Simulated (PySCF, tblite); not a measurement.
# C₄H₁₂AlNSi: geometry, infrared bands and NMR shifts

Aim: predict the infrared bands and NMR shifts of C₄H₁₂AlNSi (`[SiH3]N[C@@H]1CC[CH2][AlH]1`).

Programs: tblite 0.8.0 and PySCF 2.14.0, with density-fitted response routines of our own. Each step states its level of theory. These are calculated values for one molecule in the gas phase, unless marked as measured. Atoms count from 0, in the outputs and in this text.

## 1. The starting structure

19 atoms, charge 0, multiplicity 1; geometry from: force field or distance geometry start.

Bonds of the start (Å): Si0–N1 1.78, N1–C2 1.42, C2–C3 1.47, C3–C4 1.42, C4–C5 1.46, C5–Al6 1.98, Al6–C2 1.98, Si0–H7 1.47, Si0–H8 1.46, Si0–H9 1.46, N1–H10 1.05, C2–H11 1.13, C3–H12 1.12, C3–H13 1.12, C4–H14 1.12, C4–H15 1.12, C5–H16 1.10, C5–H17 1.11, Al6–H18 1.58.

## 2. Geometry optimisation with GFN2-xTB

The job: settings as JSON, then the geometry in Å.

```
{"job": {"kind": "relax", "xc": "GFN2-xTB", "basis": "xTB"}, "charge": 0, "multiplicity": 1}
Si     2.313700     0.191100    -0.178800
N      1.451400    -0.641500     1.138900
C      0.036300    -0.586700     1.035500
C     -0.539100    -1.163900    -0.189800
C     -1.342300    -0.349000    -1.033900
C     -1.736200     0.998000    -0.613700
Al    -0.727900     1.234400     1.078700
H      1.570600     0.126500    -1.440800
H      2.589800     1.575700     0.210400
H      3.601400    -0.479600    -0.350900
H      1.794200    -0.349500     2.087700
H     -0.373300    -1.150100     1.928700
H      0.343300    -1.537600    -0.772200
H     -1.084700    -2.099400     0.089900
H     -0.849500    -0.234600    -2.038300
H     -2.289500    -0.897000    -1.261900
H     -2.815100     1.129500    -0.421000
H     -1.428300     1.783200    -1.332400
H     -0.524600     2.459700     2.056500
```

The run is started by

```bash
$ OMP_NUM_THREADS=1 python probes_run.py task.json out
```

One launch serves the whole session: the jobs run in the order shown.

**Question.** This job is followed by: GFN2-xTB harmonic vibrations, gas phase; GIAO PBE0/pcSseg-1 NMR shielding, non-relativistic, gas phase. What will the session give for the following? strongest single infrared mode (GFN2-xTB); zero-point energy (GFN2-xTB); 13C shifts against TMS (PBE0/pcSseg-1); 1H shifts against TMS (PBE0/pcSseg-1, means over atoms taken as alike); 29Si shifts against TMS (PBE0/pcSseg-1); 15N shifts against NH3 (PBE0/pcSseg-1); 27Al shifts against AlH4- (PBE0/pcSseg-1).

As calculated:

| quantity | value |
| --- | --- |
| strongest single infrared mode (GFN2-xTB) | 1830 cm⁻¹, 830 km/mol |
| zero-point energy (GFN2-xTB) | 89.7 kcal/mol |
| 13C shifts against TMS (PBE0/pcSseg-1) | 50.6, 50.0, 29.0, 13.7 ppm |
| 1H shifts against TMS (PBE0/pcSseg-1, means over atoms taken as alike) | 5.78, 4.88, 3.08, 2.40, 1.91, 1.58, 1.26, 1.02, 0.30, -0.34 ppm |
| 29Si shifts against TMS (PBE0/pcSseg-1) | -36.3 ppm |
| 15N shifts against NH3 (PBE0/pcSseg-1) | 35.2 ppm |
| 27Al shifts against AlH4- (PBE0/pcSseg-1) | 209.0 ppm |

**Reading.** The optimisation took 104 steps and gained 1.527 eV; among the close pairs (by a distance rule), C3–C4 changed most, from 1.422 to 1.535 Å. All 51 modes are real, so the xTB geometry is a minimum. The strongest single mode, at 1830 cm⁻¹, moves mainly H8. GFN2-xTB is a fitted tight-binding method: band positions and strengths are rough. Its intensities can rank the bands wrongly. C2 (sp3 CH bonded to Al and N) lies farthest downfield among carbon, at 50.6 ppm; pulled downfield by the heteroatom.
